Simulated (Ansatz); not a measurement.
**NO2F (nitryl fluoride): SVWN5/STO-3G**

Aim: the electronic atomisation energy of NO2F (nitryl fluoride) at SVWN5/STO-3G, from 4 runs. 

The results are computed with Ansatz 0.2.0.

58 further runs of the same task are left out: 10 that didn't finish, 48 set aside as unsound or not needed.

**1. The structure to begin with**

NO2F has 4 atoms, charge 0, and is taken as a singlet. SMILES: `O=[N+]([O-])F`. Geometry: relaxed at GFN2-xTB.

Bond lengths: O1–N2 1.145 Å, N2–O3 1.145 Å. Angles: O1–N2–O3 140.2°. A long bond or contact: N2–F4 1.545 Å.

**2. A single-point energy at SVWN5/STO-3G**

job.yaml reads:

```yaml
crystal:
  periodic: [false, false, false]
  atoms:
    - {symbol: O, position_ang: [0.188740, 0.465950, 1.115660]}
    - {symbol: "N", position_ang: [0.109710, -0.098240, 0.122020]}
    - {symbol: O, position_ang: [0.475520, -1.064170, -0.373030]}
    - {symbol: F, position_ang: [-0.773970, 0.696460, -0.864650]}
basis:
  gaussian:
    orbitals: STO-3G
hamiltonian:
  xc: {name: SVWN5}
accuracy: high
```

Started as:

```sh
$ ansatz run job.yaml --threads 1 --pin off --max-ram 2610MiB --events-out events.jsonl --progress --plain --runs-dir runs
```

The log of the run:

```text
Warning: RAYON_NUM_THREADS=1 ignored (pool sized by the plan → 1); use --threads N
Functional definition: SVWN5
  name "SVWN5"
  exchange = slater_x
  correlation = vwn5_c
368 factors; integrals over basis functions are off by at most 3.8e-8 eV
mean field evaluation 1: about -8116.0951 eV, gradient 4.4e1 eV
mean field evaluation 2: about -8103.9404 eV, gradient 7.9e1 eV
mean field evaluation 4: about -8120.0308 eV, gradient 1.5e1 eV
mean field evaluation 8: about -8120.8228 eV, gradient 1.7e-2 eV
mean field evaluation 16: about -8120.7796 eV, gradient 1.4e-5 eV
mean field -8120.77959358 eV, -298.4331456021 hartree, gradient 3.7e-8 eV, S^2 0.000000; 0 other end points of the search recorded, 0 dependent functions left out
reference -8120.77959428 eV, -298.4331456278 hartree; 16, 16 occupied and 4, 4 virtual orbitals, 368 factors
Total energy: -8120.77959428 eV, -298.4331456278 hartree
```

Run time: 0.66 s. Hardware: 1 thread of Arm Neoverse V1, shared host.

**3. The F atom, same level**

run.yaml reads:

```yaml
crystal:
  periodic: [false, false, false]
  atoms:
    - {symbol: F, position_ang: [0.000000, 0.000000, 0.000000]}
basis:
  gaussian:
    orbitals: STO-3G
magnetization:
  spin_polarized: true
  initial_magnetization: 1
hamiltonian:
  xc: {name: SVWN5}
accuracy: high
```

Started as:

```sh
$ ansatz run run.yaml --threads 1 --pin off --max-ram 2610MiB --events-out events.jsonl --progress --plain --runs-dir runs
```

The log of the run:

```text
Warning: RAYON_NUM_THREADS=1 ignored (pool sized by the plan → 1); use --threads N
[... 4 set-up lines as earlier in the session ...]
15 factors; integrals over basis functions are off by at most 1.2e-9 eV
mean field evaluation 1: about -2655.5252 eV, gradient 1.3e-12 eV
mean field evaluation 2: about -2655.5252 eV, gradient 1.3e-11 eV
mean field evaluation 4: about -2655.5252 eV, gradient 0.0e0 eV
mean field evaluation 8: about -2655.5252 eV, gradient 2.6e-2 eV
mean field -2655.52520355 eV, -97.5887512508 hartree, gradient 0.0e0 eV, S^2 0.750000; 2 other end points of the search recorded, 0 dependent functions left out
reference -2655.52520383 eV, -97.5887512612 hartree; 5, 4 occupied and 0, 1 virtual orbitals, 15 factors
Total energy: -2655.52520383 eV, -97.5887512612 hartree
```

Run time: 0.18 s. Hardware: 1 thread of Arm Neoverse V1, shared host.

**4. The N atom, same level**

input.yaml reads:

```yaml
crystal:
  periodic: [false, false, false]
  atoms:
    - symbol: N
      position_ang: [0.000000, 0.000000, 0.000000]
basis:
  gaussian:
    orbitals: STO-3G
magnetization:
  spin_polarized: true
  initial_magnetization: 3
accuracy: high
hamiltonian:
  xc: {name: SVWN5}
```

Run the same way, it converges to -53.40706 Eh (log not shown).

**5. The O atom at the same level**

run.yaml reads:

```yaml
crystal:
  periodic: [false, false, false]
  atoms:
    - {symbol: O, position_ang: [0.000000, 0.000000, 0.000000]}
basis:
  gaussian: {orbitals: STO-3G}
hamiltonian: {xc: {name: SVWN5}}
magnetization: {spin_polarized: true, initial_magnetization: 2}
accuracy: high
```

Run the same way, it converges to -73.45137 Eh (log not shown).

**6. What came out**

Level: SVWN5/STO-3G.

| quantity | value |
| --- | --- |
| molecule: total energy | -298.43315 Eh |
| F atom: total energy | -97.58875 Eh |
| F atom: ⟨S²⟩ | 0.750 |
| N atom: total energy | -53.40706 Eh |
| N atom: ⟨S²⟩ | 3.750 |
| O atom: total energy | -73.45137 Eh |
| O atom: ⟨S²⟩ | 2.000 |
| electronic atomisation energy | 14.547 eV |

**Reading.** Taking the molecule apart into free atoms costs 14.55 eV (335 kcal/mol), before zero-point energy and without spin-orbit coupling. In a minimal basis such a difference can be off by several eV, whatever the method.
